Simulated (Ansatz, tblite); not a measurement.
**C51H42N2: one state, many levels**

Aim: run the singlet of C51H42N2 at one geometry on many levels, and compare frontier levels, spin and run time.

Computed with Ansatz 0.2.0, Gaussian basis. Level: as each input shows.

Levels to be run: GFN1-xTB, GFN2-xTB, PBE-D4/def2-SVP, r2SCAN-D4/def2-SVP.

1 further run of the same task is left out (set aside as unsound or not needed). Runs told in other sessions of the task aren't counted.

## Step 1: The relaxed structure

The geometry is that of the singlet, from an earlier relaxation (PBE-D4/def2-SVP).

SMILES `CN(C)c1ccc(/C=C/c2ccc(/C=C/c3ccc(/C=C/c4ccc(/C=C/c5ccc(/C=C/c6ccc(/C=C/C#N)cc6)cc5)cc4)cc3)cc2)cc1`, 95 atoms, charge 0, spin multiplicity 1.

Bond lengths: C1–N2 1.449 Å, C1–H54 1.114 Å, C1–H55 1.105 Å, C1–H56 1.115 Å, N2–C3 1.448 Å, N2–C4 1.381 Å, C3–H57 1.105 Å, C3–H58 1.114 Å, C3–H59 1.114 Å, C4–C5 1.427 Å, C4–C53 1.424 Å, C5–C6 1.392 Å, C5–H60 1.098 Å, C6–C7 1.419 Å, C6–H61 1.100 Å, C7–C8 1.454 Å, C7–C52 1.417 Å, C8–C9 1.366 Å and more. Angles: N2–C1–H54 112.1°, N2–C1–H55 109.4°, N2–C1–H56 112.2°, H54–C1–H55 107.7°, H54–C1–H56 107.4°, H55–C1–H56 107.7°, C1–N2–C3 119.9°, C1–N2–C4 119.9°, C3–N2–C4 120.1°, N2–C3–H57 109.4°, N2–C3–H58 112.2°, N2–C3–H59 112.3°, H57–C3–H58 107.7°, H57–C3–H59 107.7°, H58–C3–H59 107.4°, N2–C4–C5 121.4°, N2–C4–C53 121.5°, C5–C4–C53 117.1° and more.

PBE0-D4/def2-SVP was run before; its log isn't repeated, and its numbers join the tables.

## Step 2: GFN1-xTB

Tight binding, by tblite at 300 K electronic temperature and without a spin-polarisation term:

```python
tblite.interface.Calculator('GFN1-xTB', numbers, positions, charge=0, uhf=0).singlepoint()
```

Energy -3718.0201 eV, HOMO -10.19 eV, LUMO -9.11 eV; 0.58 s.

## Step 3: GFN2-xTB

Tight binding, by tblite at 300 K electronic temperature and without a spin-polarisation term:

```python
tblite.interface.Calculator('GFN2-xTB', numbers, positions, charge=0, uhf=0).singlepoint()
```

Energy -3708.0855 eV, HOMO -9.19 eV, LUMO -8.20 eV; 0.45 s.

## Step 4: PBE-D4/def2-SVP

start.molden holds the orbitals of an earlier run on this state, given as this run's starting guess.

The input, in.yaml:

```yaml
crystal:
  periodic: [false, false, false]
  atoms:
    - {symbol: C, position_ang: [19.670080, -0.989749, 0.182663]}
    - {symbol: N, position_ang: [18.861231, 0.157443, 0.541237]}
    - {symbol: C, position_ang: [19.499101, 1.396118, 0.937376]}
    - {symbol: C, position_ang: [17.483266, 0.068036, 0.504222]}
    - {symbol: C, position_ang: [16.657346, 1.181550, 0.841177]}
    - {symbol: C, position_ang: [15.269550, 1.088409, 0.799273]}
    - {symbol: C, position_ang: [14.605479, -0.107440, 0.422848]}
    - {symbol: C, position_ang: [13.159301, -0.248711, 0.359891]}
    - {symbol: C, position_ang: [12.219202, 0.707104, 0.624025]}
    - {symbol: C, position_ang: [10.773976, 0.556069, 0.546338]}
    - {symbol: C, position_ang: [10.124002, -0.661657, 0.199885]}
    - {symbol: C, position_ang: [8.738939, -0.752801, 0.127817]}
    - {symbol: C, position_ang: [7.904761, 0.367311, 0.397224]}
    - {symbol: C, position_ang: [6.452526, 0.328366, 0.325436]}
    - {symbol: C, position_ang: [5.669973, -0.740561, -0.009948]}
    - {symbol: C, position_ang: [4.217296, -0.768791, -0.089146]}
    - {symbol: C, position_ang: [3.390457, 0.356436, 0.184620]}
    - {symbol: C, position_ang: [2.005910, 0.281078, 0.091029]}
    - {symbol: C, position_ang: [1.350777, -0.924724, -0.283193]}
    - {symbol: C, position_ang: [-0.093736, -1.056358, -0.394986]}
    - {symbol: C, position_ang: [-1.028841, -0.083565, -0.180287]}
    - {symbol: C, position_ang: [-2.473705, -0.220997, -0.286683]}
    - {symbol: C, position_ang: [-3.298884, 0.906796, -0.025639]}
    - {symbol: C, position_ang: [-4.686737, 0.836682, -0.102962]}
    - {symbol: C, position_ang: [-5.341084, -0.374696, -0.448173]}
    - {symbol: C, position_ang: [-6.786591, -0.516882, -0.533061]}
    - {symbol: C, position_ang: [-7.724154, 0.450971, -0.307573]}
    - {symbol: C, position_ang: [-9.169952, 0.297777, -0.373146]}
    - {symbol: C, position_ang: [-9.820620, -0.921239, -0.698374]}
    - {symbol: C, position_ang: [-11.209385, -1.008898, -0.727794]}
    - {symbol: C, position_ang: [-12.037744, 0.107940, -0.435602]}
    - {symbol: C, position_ang: [-13.483185, -0.055234, -0.463143]}
    - {symbol: C, position_ang: [-14.424873, 0.894046, -0.183801]}
    - {symbol: C, position_ang: [-15.869494, 0.716405, -0.193921]}
    - {symbol: C, position_ang: [-16.508783, -0.510138, -0.528003]}
    - {symbol: C, position_ang: [-17.892649, -0.634338, -0.508592]}
    - {symbol: C, position_ang: [-18.726923, 0.460173, -0.154702]}
    - {symbol: C, position_ang: [-20.178988, 0.380869, -0.109897]}
    - {symbol: C, position_ang: [-20.949709, -0.716890, -0.371320]}
    - {symbol: C, position_ang: [-22.368946, -0.696817, -0.298178]}
    - {symbol: N, position_ang: [-23.544534, -0.700655, -0.242064]}
    - {symbol: C, position_ang: [-18.093651, 1.685059, 0.170954]}
    - {symbol: C, position_ang: [-16.704939, 1.808956, 0.152162]}
    - {symbol: C, position_ang: [-11.388038, 1.329544, -0.119910]}
    - {symbol: C, position_ang: [-9.999335, 1.417312, -0.090959]}
    - {symbol: C, position_ang: [-4.516496, -1.501181, -0.713672]}
    - {symbol: C, position_ang: [-3.128451, -1.431056, -0.636450]}
    - {symbol: C, position_ang: [2.174271, -2.046902, -0.554903]}
    - {symbol: C, position_ang: [3.563266, -1.971113, -0.461836]}
    - {symbol: C, position_ang: [8.551362, 1.579402, 0.749205]}
    - {symbol: C, position_ang: [9.940590, 1.670780, 0.821760]}
    - {symbol: C, position_ang: [15.433868, -1.208996, 0.092186]}
    - {symbol: C, position_ang: [16.825251, -1.136962, 0.127320]}
    - {symbol: H, position_ang: [19.478256, -1.328364, -0.861532]}
    - {symbol: H, position_ang: [20.740354, -0.723871, 0.259105]}
    - {symbol: H, position_ang: [19.487584, -1.860732, 0.853935]}
    - {symbol: H, position_ang: [20.596331, 1.267286, 0.914409]}
    - {symbol: H, position_ang: [19.215796, 1.703471, 1.969661]}
    - {symbol: H, position_ang: [19.242557, 2.239529, 0.256377]}
    - {symbol: H, position_ang: [17.111034, 2.135536, 1.139139]}
    - {symbol: H, position_ang: [14.679682, 1.976845, 1.070853]}
    - {symbol: H, position_ang: [12.813082, -1.251643, 0.054390]}
    - {symbol: H, position_ang: [12.560334, 1.714203, 0.920032]}
    - {symbol: H, position_ang: [10.726261, -1.556727, -0.016387]}
    - {symbol: H, position_ang: [8.284231, -1.717275, -0.143664]}
    - {symbol: H, position_ang: [5.957693, 1.284622, 0.567963]}
    - {symbol: H, position_ang: [6.162276, -1.696580, -0.257496]}
    - {symbol: H, position_ang: [3.850966, 1.311425, 0.478141]}
    - {symbol: H, position_ang: [1.409502, 1.178263, 0.314563]}
    - {symbol: H, position_ang: [-0.440256, -2.062875, -0.686698]}
    - {symbol: H, position_ang: [-0.683180, 0.923560, 0.109226]}
    - {symbol: H, position_ang: [-2.819209, 1.860224, 0.247222]}
    - {symbol: H, position_ang: [-5.279468, 1.738142, 0.112064]}
    - {symbol: H, position_ang: [-7.132282, -1.529481, -0.803357]}
    - {symbol: H, position_ang: [-7.380865, 1.463989, -0.036545]}
    - {symbol: H, position_ang: [-9.224494, -1.816448, -0.929400]}
    - {symbol: H, position_ang: [-11.686055, -1.969620, -0.979727]}
    - {symbol: H, position_ang: [-13.823995, -1.069479, -0.733317]}
    - {symbol: H, position_ang: [-14.087635, 1.908009, 0.090502]}
    - {symbol: H, position_ang: [-15.901368, -1.383282, -0.807750]}
    - {symbol: H, position_ang: [-18.342798, -1.602331, -0.774683]}
    - {symbol: H, position_ang: [-20.699021, 1.312469, 0.171660]}
    - {symbol: H, position_ang: [-20.495356, -1.681550, -0.656221]}
    - {symbol: H, position_ang: [-18.715378, 2.551276, 0.446692]}
    - {symbol: H, position_ang: [-16.240571, 2.772539, 0.413855]}
    - {symbol: H, position_ang: [-11.984498, 2.225272, 0.109136]}
    - {symbol: H, position_ang: [-9.522769, 2.378265, 0.159834]}
    - {symbol: H, position_ang: [-4.996172, -2.455222, -0.984780]}
    - {symbol: H, position_ang: [-2.535810, -2.332907, -0.849646]}
    - {symbol: H, position_ang: [1.699468, -2.997238, -0.846461]}
    - {symbol: H, position_ang: [4.173038, -2.861910, -0.681288]}
    - {symbol: H, position_ang: [7.935574, 2.466698, 0.967266]}
    - {symbol: H, position_ang: [10.409313, 2.629213, 1.096023]}
    - {symbol: H, position_ang: [14.959334, -2.158938, -0.202253]}
    - {symbol: H, position_ang: [17.407142, -2.027621, -0.141547]}
basis:
  gaussian: {orbitals: def2-SVP, fitting: {mean_field: def2-universal-jkfit}, initial_orbitals: start.molden}
hamiltonian: {xc: pbe, dispersion: d4}
scf: {omitted_lower_state_checks: [starts]}
output: {orbitals: {seedname: orbitals}}
```

On the command line:

```sh
$ ansatz run in.yaml --threads 4 --pin off --events-out ev --progress --plain --max-ram 66560MiB --backend cuda --devices 0, --max-vram 37GiB
```

Further steps of the session: r2SCAN-D4/def2-SVP.

Q: Predict the results of all the runs planned. Wanted: gap in def2-SVP, named functionals, smallest and largest; binding an atom, functionals in def2-SVP.

As calculated:

```
                                                quantity                                 value
gap in def2-SVP, named functionals, smallest and largest   1.09 eV (PBE-D4), 2.35 eV (PBE0-D4)
                binding an atom, functionals in def2-SVP  5.25 (r2SCAN-D4) to 5.44 eV (PBE-D4)
```

Over the named functionals in def2-SVP the gap runs from 1.09 eV (PBE-D4) to 2.35 eV (PBE0-D4); exact exchange widens it.
